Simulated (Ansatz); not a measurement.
**CHGeSi+ (quintet): wave-function methods side by side, cc-pVDZ**

An exercise on one series of results from a longer session: the logs are not shown, and one member is left open.

Computed with Ansatz 0.2.0, Gaussian basis. Level: cc-pVDZ, core rule «outside noble gas», up to 20 orbitals frozen.

Plan: UHF; CCSD(T) on ROHF; CCSD(T) on UHF; BCCD(T) on ROHF; CISD; CCSDT(Q) on ROHF; CCSDT(Q) on UHF.

25 further runs of the same task are left out: 11 that didn't finish, 14 set aside as unsound or not needed.

## The system

The geometry is a PBE0/def2-TZVP stationary point (not a proven minimum) of the parent state, kept for this charge and spin. No spin-orbit coupling is included. The filled d shell of Ge may be among the frozen orbitals whatever the setting's name suggests; the logs give the count.

4 atoms, charge 1, spin multiplicity 5.

Atoms are counted from 1 here; the program's logs count them from 0.

Bond lengths: C1–Ge2 2.088 Å, C1–Si3 1.744 Å, C1–H4 1.081 Å, Ge2–Si3 2.391 Å. Angles: Ge2–C1–Si3 76.6°, Ge2–C1–H4 130.3°, Si3–C1–H4 153.1°, C1–Ge2–Si3 45.2°, C1–Si3–Ge2 58.2°.

The first run:

in.yaml

```yaml
crystal:
  periodic: [false, false, false]
  atoms:
    - {symbol: C, position_ang: [0.000000, -1.167235, -0.918730]}
    - {symbol: Ge, position_ang: [0.000000, 0.051595, 0.777104]}
    - {symbol: Si, position_ang: [0.000000, 0.446300, -1.580923]}
    - {symbol: H, position_ang: [0.000000, -2.245258, -1.005219]}
basis:
  gaussian: {orbitals: cc-pVDZ}
total_charge: 1
magnetization: {spin_polarized: true, initial_magnetization: 4}
hamiltonian: {xc: hf}
output: {orbitals: {seedname: orbitals}}
```

The run is started by

```bash
$ ansatz run in.yaml --threads 1 --pin off --events-out ev --progress --plain --max-ram 2393MiB
```

Steps of the session up to this table: UHF; CCSD(T) on ROHF; CCSD(T) on UHF; BCCD(T) on ROHF; CISD; CCSDT(Q) on ROHF; CCSDT(Q) on UHF.

One of the session's tables, all rows but one given; the rest of the session is left out.

| method | from UCCSDT(Q) (meV) |
| --- | --- |
| ROHF | +7415.2 |
| UHF | +7103.3 |
| RMP2 | +1415.9 |
| UMP2 | +1513.4 |
| CISD | +994.7 |
| RCCSD | ? |
| UCCSD | +368.6 |
| RCCSD(T) | +92.6 |
| UCCSD(T) | +82.4 |
| BCCD(T) | +90.3 |
| RCCSDT | +39.9 |
| UCCSDT | +26.0 |
| RCCSDT(Q) | +13.8 |
| UCCSDT(Q) | 0 |

**Question.** Estimate the row for RCCSD.

As computed: from UCCSDT(Q) (meV): +391.2. In the column «from UCCSDT(Q) (meV)» it lies between UCCSD (+368.6) and CISD (+994.7).

Caveats from the session: Restricted and unrestricted rows rest on different reference determinants; where their highest levels disagree by more than a few hundredths of an eV, they describe different states and don't form one ladder.
